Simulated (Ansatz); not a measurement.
# ZrTeSe (1T monolayer (Janus) type, one sheet): maximally localised Wannier functions

Aim: build maximally localised Wannier functions for ZrTeSe (1T monolayer (Janus) type, one sheet) from several sets of trial orbitals, and check spreads and centres, and how well the models interpolate the bands. The runs, in order: PBE, all s p, disentangled, 6×6×1; PBE with spin-orbit coupling, anion s p, 6×6×1; PBE with spin-orbit coupling, anion p, 6×6×1 (level, trial orbitals, Wannier mesh).

Program: Ansatz 0.2.0. Level of theory: plane waves, PAW. These are calculated values, not measurements.

1 further run of the same task is left out (it didn't finish).

## Step 1: Starting point

It takes space group P3m1 (No. 156, trigonal). Conventional cell: a = 3.922 Å, b = 3.922 Å, c = 31.086 Å, α = 90.00°, β = 90.00°, γ = 120.00°. Around Zr (site symmetry 3m) lie 3 Se at 2.69 Å and 3 Te at 2.92 Å. Se (site symmetry 3m) is surrounded by 3 Zr at 2.69 Å. Te (site symmetry 3m) is surrounded by 3 Zr at 2.92 Å.

Structure file:

```
CELL_PARAMETERS angstrom
3.92204 0.00000 0.00000
-1.96102 3.39659 0.00000
0.00000 0.00000 31.08631
ATOMIC_POSITIONS crystal
Zr 0.00000 0.00000 0.29377
Se 0.33333 0.66667 0.34047
Te 0.66667 0.33333 0.23431
```

The cell was relaxed beforehand with r2SCAN; those runs aren't shown. The cell holds one sheet and vacuum, and is periodic in the plane alone; ε, where given, is a mean over the whole height of the cell, so ε₂ and ε₁ − 1 scale inversely with that height and aren't the sheet's own values. Spin-orbit coupling, which matters for Te, is in the runs so named alone.

## Step 2: PBE, all s p, disentangled, 6×6×1

input.yaml

```yaml
crystal:
  lattice:
    - [3.9220401623, 0.0, 0.0]
    - [-1.9610200811, 3.3965864153, 0.0]
    - [0.0, 0.0, 31.0863133048]
  atoms:
    - { symbol: Zr, position: [0.0, 0.0, 0.2937718233] }
    - { symbol: Se, position: [0.3333333333, 0.6666666667, 0.3404670548] }
    - { symbol: Te, position: [0.6666666667, 0.3333333333, 0.2343105616] }
  periodic: [true, true, false]
kpoints:
  mp_grid: { grid: [6, 6, 1] }
  band_path:
    path:
      - [0, 0, 0]
      - [0.5, 0, 0]
      - [0.3333333333333, 0.3333333333333, 0]
      - [0, 0, 0]
    npoints: 10
hamiltonian:
  xc: pbe
scf:
  occupations: { method: fermi_dirac, width: 0.02 }
  n_extra_bands: 12
output:
  forces: false
  stress: false
  eigenvalues: true
  wannier:
    kmesh: [6, 6, 1]
    projections:
      - { species: Se, l: s, shell: 4 }
      - { species: Se, l: p, shell: 4 }
      - { species: Te, l: s, shell: 5 }
      - { species: Te, l: p, shell: 5 }
      - { species: Zr, l: s, shell: 5 }
      - { species: Zr, l: p, shell: 5 }
    minimise: true
    write_hr: true
    conv_tol: 1.0e-08
    max_iter: 3000
    disentanglement: { window: [-30.84, 11.16], frozen_window: [-12.84, -3.34] }
  write_density: true
  write_potential: true
  elf: true
  volumetric_format: npy
```

Further steps of the session: PBE with spin-orbit coupling, anion s p, 6×6×1; PBE with spin-orbit coupling, anion p, 6×6×1.

**Question.** What will the summary of the whole plan be? Wanted: total spread, PBE, all s p, disentangled, 6×6×1; total spread, PBE with spin-orbit coupling, anion s p, 6×6×1; total spread, PBE with spin-orbit coupling, anion p, 6×6×1; centres of the first set.

As calculated:

| quantity | value |
| --- | --- |
| total spread, PBE, all s p, disentangled, 6×6×1 | 23.33 Å² over 12 functions |
| total spread, PBE with spin-orbit coupling, anion s p, 6×6×1 | 37.47 Å² over 16 functions |
| total spread, PBE with spin-orbit coupling, anion p, 6×6×1 | 38.37 Å² over 12 functions |
| centres of the first set | 0.03 to 2.37 Å from the nearest atom |

In words: With PBE, all s p, disentangled, 6×6×1 the 12 functions move off the atoms, with a mean spread of 1.94 Å²; 87 % of the total is gauge invariant. The disentangled models miss some band by up to 0.9 eV, which may lie outside their frozen windows.
